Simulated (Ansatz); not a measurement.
Task: an active-space calculation of CuHS, SMILES [SH][Cu], with Ansatz 0.2.0 through its Python package. Give the script and its output. Level of theory: SC-NEVPT2, def2-SVP basis, multiplicity 1.

```yaml
atoms:
  - { symbol: S, position_ang: [-0.3990, 0.3770, -0.1858] }
  - { symbol: Cu, position_ang: [1.5452, 0.2657, 0.8773] }
  - { symbol: H, position_ang: [-1.1571, -0.7075, -0.7047] }
```

`cas_cuhs.py`
```python
"""Active-space calculation on CuHS."""

import ansatz as az

BASIS_SET = "def2-SVP"


def main() -> None:
    geometry_ang = [
        ("S", (-0.399, 0.377, -0.1858)),
        ("Cu", (1.5452, 0.2657, 0.8773)),
        ("H", (-1.1571, -0.7075, -0.7047)),
    ]
    mol = az.Crystal.molecule()
    for symbol, xyz in geometry_ang:
        mol = mol.atom(symbol, xyz)

    job = mol.calculation().basis(gaussian=BASIS_SET).correlation(active_electrons=4, active_orbitals=4)
    for method in ["sc_nevpt2"]:
        r = (job if method is None else job.correlation(method)).run(threads=1, backend="cpu").report
        space = r["configurations"]
        state = space["states"][0]
        print(method or "casscf", f"total {r['free_energy_ev'] / 27.211386246:.6f} Ha, active-space state {state['energy']['hartree']:.6f} Ha, mean field {r['reference_energy_ev'] / 27.211386246:.6f} Ha")
        print("  determinants", state["n_determinants"], " natural occupations", [round(n, 3) for n in space["natural_occupations"]])


if __name__ == "__main__":
    main()
```

```console
$ python cas_cuhs.py
sc_nevpt2 total -2037.194475 Ha, active-space state -2036.722252 Ha, mean field -2036.693771 Ha
  determinants 36  natural occupations [1.984, 1.971, 0.031, 0.014]
```

Caveats:
- Total energies depend on the basis set; only differences at equal settings carry meaning.
- The geometry is a force-field or estimated start, not a minimum of this method, and the basis set is short of its limit. The active space starts as a window about the frontier orbitals and is then optimised, not chosen by chemistry.
- It ran for 3 s on 1 thread of Arm Neoverse V1, on a shared host, peak memory 0.17 GiB.
